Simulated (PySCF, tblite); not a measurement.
**C₅H₁₀BFSi: geometry, infrared bands and NMR shifts**

What infrared bands and NMR shifts should C₅H₁₀BFSi (`F[C@H]1CBC/C1=C\[SiH3]`) show?

The runs use tblite 0.8.0 and PySCF 2.14.0, with density-fitted response routines of our own; the level of theory stands in each step. All values are computed, except where a source is named. Atoms count from 0, in the outputs and in this text.

## 1. The molecule as given

18 atoms, charge 0, multiplicity 1; geometry from: force field or distance geometry start.

Bonds of the start (Å): F0–C1 1.36, C1–C2 1.52, C2–B3 1.58, B3–C4 1.60, C4–C5 1.49, C5–C6 1.34, C6–Si7 1.84, C5–C1 1.49, C1–H8 1.10, C2–H9 1.11, C2–H10 1.11, B3–H11 1.20, C4–H12 1.09, C4–H13 1.11, C6–H14 1.10, Si7–H15 1.47, Si7–H16 1.46, Si7–H17 1.47.

## 2. Geometry optimisation with GFN2-xTB

Job settings and geometry (Å):

```
{"job": {"kind": "relax", "xc": "GFN2-xTB", "basis": "xTB"}, "charge": 0, "multiplicity": 1}
F     -1.481600     0.478000    -1.949700
C     -1.254200     0.874600    -0.666300
C     -2.167700     0.152300     0.311900
B     -1.641100    -1.326700     0.169000
C     -0.055400    -1.151100     0.042800
C      0.063700     0.309300    -0.246600
C      1.186100     1.034600    -0.149600
Si     2.744500     0.220200     0.377400
H     -1.287300     1.965000    -0.522800
H     -1.915000     0.519600     1.324500
H     -3.240700     0.253400     0.041900
H     -2.269800    -2.293100    -0.150900
H      0.362000    -1.736800    -0.778400
H      0.415800    -1.361900     1.024200
H      1.130300     2.110400    -0.380500
H      3.896700     0.696800    -0.394100
H      2.583200    -1.206400     0.124200
H      2.921800     0.468100     1.811200
```

The run is started by

```bash
> OMP_NUM_THREADS=1 python probes_run.py task.json out
```

The driver reads the jobs from task.json and runs them one after another.

**Question.** This job is followed by: GFN2-xTB harmonic vibrations, gas phase; GIAO PBE0/pcSseg-1 NMR shielding, non-relativistic, gas phase. Predict these results of the whole session: strongest single infrared mode (GFN2-xTB); zero-point energy (GFN2-xTB); 13C shifts against TMS (PBE0/pcSseg-1); 1H shifts against TMS (PBE0/pcSseg-1, means over atoms taken as alike); 19F shifts against CFCl3 (PBE0/pcSseg-1); 11B shifts against BF3·OEt2 (PBE0/pcSseg-1); 29Si shifts against TMS (PBE0/pcSseg-1).

As calculated:

```
                                                              quantity                                               value
                             strongest single infrared mode (GFN2-xTB)                                800 cm⁻¹, 408 km/mol
                                          zero-point energy (GFN2-xTB)                                       82.0 kcal/mol
                                13C shifts against TMS (PBE0/pcSseg-1)                 175.9, 124.4, 102.9, 42.6, 38.9 ppm
1H shifts against TMS (PBE0/pcSseg-1, means over atoms taken as alike)  8.47, 6.40, 5.52, 4.18, 2.60, 2.56, 2.38, 1.74 ppm
                              19F shifts against CFCl3 (PBE0/pcSseg-1)                                          -176.3 ppm
                           11B shifts against BF3·OEt2 (PBE0/pcSseg-1)                                            95.7 ppm
                               29Si shifts against TMS (PBE0/pcSseg-1)                                           -88.1 ppm
```

**Reading.** Over 107 steps the energy fell by 0.563 eV; of the close pairs, C6–Si7 changed most, 1.836 to 1.879 Å. No mode is imaginary among the 48: a minimum at this level. Unscaled tight-binding wavenumbers are off by several per cent, some by more. Its intensities can rank the bands wrongly. At PBE0/pcSseg-1: The largest span, 231 ppm, is at C5, where the paramagnetic term is -253 ppm.
